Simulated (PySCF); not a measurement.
# C₃H₆N₂OSi₂: runs on many settings, part 2 of 2

PySCF 2.14.0. Atoms count from 0. Earlier steps stand in the parts before.

### 4 J couplings: wB97X-D/6-31G

The job: settings as JSON, then the geometry in Å.

```
{"job": {"kind": "j", "xc": "wB97X-D", "basis": "6-31G", "scf": {"aux": "def2-universal-jkfit", "level_shift": 0.3}}, "charge": 0, "multiplicity": 1}
C     -1.506348     1.411437    -0.368931
Si    -1.075802    -0.173994     0.567600
C     -2.072174    -1.590946    -0.150392
N     -2.677796    -2.454818    -0.595695
O      0.476383    -0.591261     0.322007
Si     1.985810    -0.915864    -0.158950
C      2.913740     0.709754    -0.084738
N      3.485432     1.701190    -0.040779
H     -1.414316     1.282918    -1.445530
H     -0.844474     2.223346    -0.077388
H     -2.525914     1.724329    -0.161951
H     -1.262951    -0.146950     2.015031
H      2.559076    -1.823845     0.826929
H      1.958656    -1.355769    -1.549279
```

With the program's defaults for keys left out, this is: wB97X-D/6-31G indirect spin-spin coupling, non-relativistic, gas phase.

The program printed:

```text
final grid: 122904 points
cycle   1  E = -881.0942882089  dE =  1.171e+00  |g| = 1.032e+00  |ddm| = 3.654e+00
cycle   2  E = -881.2128964660  dE = -1.186e-01  |g| = 9.084e-01  |ddm| = 1.352e+00
cycle   3  E = -881.3578132642  dE = -1.449e-01  |g| = 2.258e-01  |ddm| = 4.364e-01
cycle   4  E = -881.3683791869  dE = -1.057e-02  |g| = 4.945e-02  |ddm| = 1.774e-01
cycle   5  E = -881.3690887049  dE = -7.095e-04  |g| = 1.505e-02  |ddm| = 6.826e-02
cycle   6  E = -881.3691654772  dE = -7.677e-05  |g| = 4.309e-03  |ddm| = 2.371e-02
cycle   7  E = -881.3691766350  dE = -1.116e-05  |g| = 1.466e-03  |ddm| = 1.119e-02
cycle   8  E = -881.3691784900  dE = -1.855e-06  |g| = 5.918e-04  |ddm| = 5.058e-03
cycle   9  E = -881.3691788079  dE = -3.179e-07  |g| = 2.440e-04  |ddm| = 2.039e-03
cycle  10  E = -881.3691788622  dE = -5.425e-08  |g| = 1.080e-04  |ddm| = 7.452e-04
cycle  11  E = -881.3691788717  dE = -9.523e-09  |g| = 4.518e-05  |ddm| = 2.660e-04
cycle  12  E = -881.3691788739  dE = -2.220e-09  |g| = 1.940e-05  |ddm| = 1.138e-04
cycle  13  E = -881.3691788744  dE = -4.679e-10  |g| = 8.359e-06  |ddm| = 4.907e-05
level shift removed, Fock matrix diagonalised once more
converged SCF energy = -881.3691788744

Indirect spin-spin couplings (Hz)
  i      j    bonds     total        FC       PSO       DSO        SD
  0 C    1 Si   1    -63.779   -64.775     2.068    -0.101    -0.971
  0 C    2 C    2      6.058     6.059    -0.018     0.016         -
  0 C    3 N    3     -0.420    -0.482     0.025     0.021     0.015
  0 C    4 O    2     -2.413    -2.524     0.110     0.001         -
  0 C    5 Si   3      0.307     0.285    -0.011     0.026     0.006
  0 C    8 H    1    132.618   130.408     1.445     0.764         -
  0 C    9 H    1    129.783   127.569     1.455     0.759         -
  0 C   10 H    1    126.835   124.582     1.513     0.741         -
  0 C   11 H    2     10.031    10.318    -0.009    -0.277         -
  0 C   12 H    4      0.496     0.714     0.056    -0.273         -
  0 C   13 H    4     -0.179    -0.135     0.020    -0.064         -
  1 Si   2 C    1    -71.726   -71.945     0.992    -0.146    -0.628
  1 Si   3 N    2     -2.103    -2.990     0.511    -0.028     0.404
  1 Si   4 O    1      4.646     8.828    -4.437     0.087     0.167
  1 Si   5 Si   2     -0.166    -0.450    -0.057    -0.055     0.396
  1 Si   6 C    3     -0.100    -0.118     0.002     0.011     0.006
  1 Si   8 H    2      9.556     9.227     0.346     0.047    -0.064
  1 Si   9 H    2      6.734     6.492     0.316     0.041    -0.114
  1 Si  10 H    2      2.553     2.400     0.253     0.050    -0.149
  1 Si  11 H    1   -232.188  -233.054     1.890    -0.458    -0.565
  1 Si  12 H    3     -1.334    -1.450    -0.050     0.211    -0.044
  1 Si  13 H    3      0.503     0.409    -0.040     0.160    -0.027
  2 C    3 N    1    -12.746   -10.246     2.038    -0.027    -4.511
  2 C    4 O    2     -4.646    -4.685     0.066    -0.027         -
  2 C    5 Si   3     -0.181    -0.200     0.000     0.012     0.007
  2 C    6 C    4      0.910     0.937    -0.002    -0.025         -
  2 C    8 H    3      0.777     0.677    -0.040     0.141         -
  2 C    9 H    3      7.438     7.673     0.071    -0.306         -
  2 C   10 H    3     -0.851    -0.881    -0.030     0.060         -
  2 C   11 H    2     11.557    11.659    -0.061    -0.041         -
  2 C   12 H    4     -0.223    -0.145    -0.008    -0.070         -
  2 C   13 H    4      0.177     0.148    -0.037     0.065         -
  3 N    4 O    3      0.326     0.397    -0.039    -0.010    -0.022
  3 N   11 H    3     -1.058    -1.088    -0.118     0.131     0.017
  4 O    5 Si   1      5.415     9.906    -4.726     0.080     0.154
  4 O    6 C    2     -4.094    -4.133     0.063    -0.023         -
  4 O    7 N    3      0.308     0.403    -0.068    -0.010    -0.017
  4 O    8 H    3      0.104     0.130    -0.005    -0.021         -
  4 O    9 H    3      0.073     0.128    -0.014    -0.041         -
  4 O   10 H    3     -4.732    -4.958     0.015     0.211         -
  4 O   11 H    2     -9.933    -9.944    -0.032     0.044         -
  4 O   12 H    2     -8.622    -8.611    -0.076     0.065         -
  4 O   13 H    2     -5.808    -5.826    -0.066     0.083         -
  5 Si   6 C    1    -70.147   -70.335     0.971    -0.132    -0.650
  5 Si   7 N    2     -2.200    -3.030     0.467    -0.031     0.394
  5 Si  11 H    3     -1.433    -1.534    -0.071     0.220    -0.048
  5 Si  12 H    1   -235.478  -236.265     1.721    -0.384    -0.550
  5 Si  13 H    1   -230.657  -231.462     1.740    -0.390    -0.545
  6 C    7 N    1    -12.679   -10.062     1.949    -0.025    -4.542
  6 C   10 H    5     -0.213    -0.115     0.032    -0.130         -
  6 C   11 H    4     -0.249    -0.171    -0.006    -0.071         -
  6 C   12 H    2      8.523     8.639    -0.057    -0.059         -
  6 C   13 H    2      9.087     9.193    -0.062    -0.045         -
  7 N   12 H    3     -1.149    -1.193    -0.107     0.133     0.017
  7 N   13 H    3     -1.137    -1.177    -0.107     0.131     0.017
  8 H    9 H    2    -17.917   -16.825     1.083    -2.176         -
  8 H   10 H    2    -18.408   -17.251     1.092    -2.249         -
  8 H   11 H    3      7.770     9.609     0.461    -2.300         -
  8 H   12 H    5     -0.921    -0.062     0.178    -1.037         -
  8 H   13 H    5      0.242    -0.012    -0.126     0.380         -
  9 H   10 H    2    -18.401   -17.233     1.127    -2.296         -
  9 H   11 H    3     -0.822    -0.324     0.108    -0.606         -
  9 H   12 H    5     -0.799    -0.064     0.140    -0.875         -
  9 H   13 H    5     -0.303     0.025     0.064    -0.393         -
 10 H   11 H    3     -0.800    -0.431     0.089    -0.459         -
 10 H   12 H    5     -0.649     0.201     0.254    -1.104         -
 10 H   13 H    5     -0.635    -0.050     0.232    -0.818         -
 11 H   12 H    4     -0.449    -0.153     0.025    -0.321         -
 12 H   13 H    2     15.286    17.512     0.181    -2.408         -
```

Run time: 13 s. Hardware: 1 thread of AMD EPYC 9R45, shared host; peak memory 0.6 GiB.

The basis is not made for couplings: without tight functions at the nuclei these values are rough.

In short: J(Si5,H12) -235.5 Hz, J(Si1,H11) -232.2 Hz, J(Si5,H13) -230.7 Hz (means over like pairs).

### 5 J couplings: PBE0/3-21G

Same as in step 4 but for these lines:

```diff
@@ -1,2 +1,2 @@
-{"job": {"kind": "j", "xc": "wB97X-D", "basis": "6-31G", "scf": {"aux": "def2-universal-jkfit", "level_shift": 0.3}}, "charge": 0, "multiplicity": 1}
+{"job": {"kind": "j", "xc": "PBE0", "basis": "3-21G", "scf": {"diis": false, "max_cycle": 53}}, "charge": 0, "multiplicity": 1}
 C     -1.506348     1.411437    -0.368931
```

Method: PBE0/3-21G indirect spin-spin coupling, non-relativistic, gas phase.

The program printed:

```text
final grid: 122904 points
cycle   1  E = -876.2412477238  dE =  4.635e-01  |g| = 8.203e-01  |ddm| = 3.850e+00
cycle   2  E = -875.9594992509  dE =  2.817e-01  |g| = 1.436e+00  |ddm| = 1.977e+00
cycle   3  E = -875.0247541905  dE =  9.347e-01  |g| = 2.592e+00  |ddm| = 2.933e+00
cycle   4  E = -869.1204373713  dE =  5.904e+00  |g| = 5.054e+00  |ddm| = 9.294e+00
cycle   5  E = -864.6797691325  dE =  4.441e+00  |g| = 6.894e+00  |ddm| = 1.661e+01
cycle   6  E = -851.5728079181  dE =  1.311e+01  |g| = 7.145e+00  |ddm| = 1.831e+01
cycle   7  E = -836.7468335717  dE =  1.483e+01  |g| = 9.347e+00  |ddm| = 2.675e+01
cycle   8  E = -824.7492129989  dE =  1.200e+01  |g| = 7.075e+00  |ddm| = 3.699e+01
cycle   9  E = -699.0003421390  dE =  1.257e+02  |g| = 1.100e+01  |ddm| = 3.693e+01
cycle  10  E = -584.6304500319  dE =  1.144e+02  |g| = 8.121e+00  |ddm| = 7.687e+01
[... 33 cycles left out ...]
cycle  44  E = -443.5227661526  dE =  4.427e+01  |g| = 7.487e+00  |ddm| = 1.644e+02
cycle  45  E = -487.7891857709  dE = -4.427e+01  |g| = 8.118e+00  |ddm| = 1.644e+02
cycle  46  E = -443.5227661526  dE =  4.427e+01  |g| = 7.487e+00  |ddm| = 1.644e+02
cycle  47  E = -487.7891857709  dE = -4.427e+01  |g| = 8.118e+00  |ddm| = 1.644e+02
cycle  48  E = -443.5227661526  dE =  4.427e+01  |g| = 7.487e+00  |ddm| = 1.644e+02
cycle  49  E = -487.7891857709  dE = -4.427e+01  |g| = 8.118e+00  |ddm| = 1.644e+02
cycle  50  E = -443.5227661526  dE =  4.427e+01  |g| = 7.487e+00  |ddm| = 1.644e+02
cycle  51  E = -487.7891857709  dE = -4.427e+01  |g| = 8.118e+00  |ddm| = 1.644e+02
cycle  52  E = -443.5227661526  dE =  4.427e+01  |g| = 7.487e+00  |ddm| = 1.644e+02
cycle  53  E = -487.7891857709  dE = -4.427e+01  |g| = 8.118e+00  |ddm| = 1.644e+02
SCF not converged, last energy = -487.7891857709
```

It took 8.3 s on 1 thread of AMD EPYC 9R45, shared host; peak memory 0.54 GiB.

Diagnosis: The SCF swings between two densities 44.27 Eh apart: plain iteration without DIIS overshoots. The remedy is to turn DIIS on. Numbers printed on the way are no properties of the molecule.

### 6 Shielding tensors: PBE0/def2-SVPD in water

Same as in step 5 but for these lines:

```diff
@@ -1,2 +1,2 @@
-{"job": {"kind": "j", "xc": "PBE0", "basis": "3-21G", "scf": {"diis": false, "max_cycle": 53}}, "charge": 0, "multiplicity": 1}
+{"job": {"kind": "nmr", "xc": "PBE0", "basis": "def2-SVPD", "solvent": "water", "pop": false, "scf": {"level_shift": 0.1}}, "charge": 0, "multiplicity": 1}
 C     -1.506348     1.411437    -0.368931
```

Level: GIAO PBE0/def2-SVPD NMR shielding, non-relativistic, IEF-PCM water.

The program printed:

```text
final grid: 122904 points
cycle   1  E = -880.5886988897  dE =  7.854e-01  |g| = 8.274e-01  |ddm| = 5.122e+00
cycle   2  E = -880.4644175026  dE =  1.243e-01  |g| = 1.175e+00  |ddm| = 2.429e+00
cycle   3  E = -880.7323464815  dE = -2.679e-01  |g| = 1.290e-01  |ddm| = 9.868e-01
cycle   4  E = -880.7362604700  dE = -3.914e-03  |g| = 3.510e-02  |ddm| = 2.150e-01
cycle   5  E = -880.7364966394  dE = -2.362e-04  |g| = 1.709e-02  |ddm| = 5.888e-02
cycle   6  E = -880.7365559069  dE = -5.927e-05  |g| = 5.670e-03  |ddm| = 2.852e-02
cycle   7  E = -880.7365625958  dE = -6.689e-06  |g| = 1.812e-03  |ddm| = 1.072e-02
cycle   8  E = -880.7365633145  dE = -7.187e-07  |g| = 2.941e-04  |ddm| = 2.444e-03
cycle   9  E = -880.7365633343  dE = -1.980e-08  |g| = 5.132e-05  |ddm| = 6.452e-04
cycle  10  E = -880.7365633347  dE = -4.725e-10  |g| = 3.531e-05  |ddm| = 1.234e-04
cycle  11  E = -880.7365633350  dE = -2.701e-10  |g| = 6.813e-06  |ddm| = 3.997e-05
level shift removed, Fock matrix diagonalised once more
converged SCF energy = -880.7365633350

GIAO shielding tensors (ppm)
atom      isotropic    diamagn.    paramagn.     s11        s22        s33       span
  0 C      192.887     249.950     -57.063    182.064    196.499    200.098     18.035
  1 Si     450.683     887.517    -436.834    384.530    468.346    499.175    114.645
  2 C       73.614     279.668    -206.054    -33.914    -32.267    287.022    320.937
  3 N      -29.417     308.108    -337.525   -197.479   -189.543    298.770    496.249
  4 O      307.859     405.509     -97.650    263.443    304.293    355.841     92.399
  5 Si     472.602     885.088    -412.487    421.359    480.529    515.917     94.557
  6 C       74.074     281.465    -207.391    -33.677    -29.942    285.841    319.518
  7 N      -32.580     308.849    -341.429   -204.278   -194.460    300.997    505.274
  8 H       30.853      31.562      -0.709     27.550     28.471     36.537      8.987
  9 H       30.960      33.809      -2.849     26.811     28.823     37.248     10.437
 10 H       31.411      26.866       4.545     27.308     28.123     38.802     11.494
 11 H       26.360      27.747      -1.387     23.079     24.544     31.457      8.378
 12 H       26.367      28.253      -1.886     22.808     24.786     31.506      8.698
 13 H       26.327      30.047      -3.720     22.985     25.008     30.988      8.003
```

Run time: 20 s. Hardware: 1 thread of AMD EPYC 9R45, shared host; peak memory 1 GiB.

No reference compound was run at this level, so shieldings alone are listed. Atoms listed in one row are averaged.

| atoms | environment | σ (ppm) |
| --- | --- | --- |
| C2 | nitrile carbon | 73.6 |
| C6 | nitrile carbon | 74.1 |
| C0 | methyl carbon bonded to Si | 192.9 |
| H13 | hydrogen on a silicon bonded to C, O | 26.33 |
| H11 | hydrogen on a silicon bonded to 2 C, O | 26.36 |
| H12 | hydrogen on a silicon bonded to C, O | 26.37 |
| H8, H9, H10 | hydrogen on a methyl carbon bonded to Si | 31.07 |
| Si1 | silicon bonded to 2 C, O, H | 450.7 |
| Si5 | silicon bonded to C, O, 2 H | 472.6 |
| N7 | nitrile nitrogen | -32.6 |
| N3 | nitrile nitrogen | -29.4 |
| O4 | oxygen bonded to 2 Si | 307.9 |

### 7 Side by side: spin-spin couplings

Couplings (Hz), each a mean over the pairs like the one named, with basis size and wall time:

| run | Si5–H12 | Si1–H11 | Si5–H13 | C0–H8 | Si1–C2 | C0–Si1 | Si5–C6 | functions | time |
| --- | --- | --- | --- | --- | --- | --- | --- | --- | --- |
| PBE0/6-31G | -247.2 | -244.8 | -241.7 | 138.4 | -71.7 | -70.7 | -69.6 | 92 | 10 s |
| wB97X-D/6-31G | -235.5 | -232.2 | -230.7 | 129.7 | -71.7 | -63.8 | -70.1 | 92 | 13 s |

### 8 Summary of results

This closing draws on all 2 parts.

| quantity | value |
| --- | --- |
| largest coupling of the table (PBE0/6-31G) | 1J(Si,H) Si5–H12, -247.2 Hz |
| shieldings of C, H, Si (PBE0/def2-SVPD, water, a mean where the table joins atoms) | C2 73.6, C6 74.1, C0 192.9, H13 26.3, H11 26.4, H12 26.4, H8 31.1, Si1 450.7 ppm and more |
| range of J(Si5,H12), mean over like pairs | -247.2 to -235.5 Hz |
| property runs in this session | 5, of which 2 failed and 0 gave unsound results |

Single values in the summary come from the first run of each kind that ended normally (PBE0/def2-SVPD; PBE0/6-31G), which need not be the best level. Of the pairs tabulated at PBE0/6-31G, Si5–H12 couples most strongly (-247.2 Hz; Fermi contact -248.0 Hz). Couplings across rotatable bonds belong to this one conformer; where others are populated, the observed values are averages. The coupling Si5–H12, as a mean over pairs of its kind, runs from -247.2 Hz (PBE0/6-31G) to -235.5 Hz (wB97X-D/6-31G). Couplings from bases without tight functions are rough.
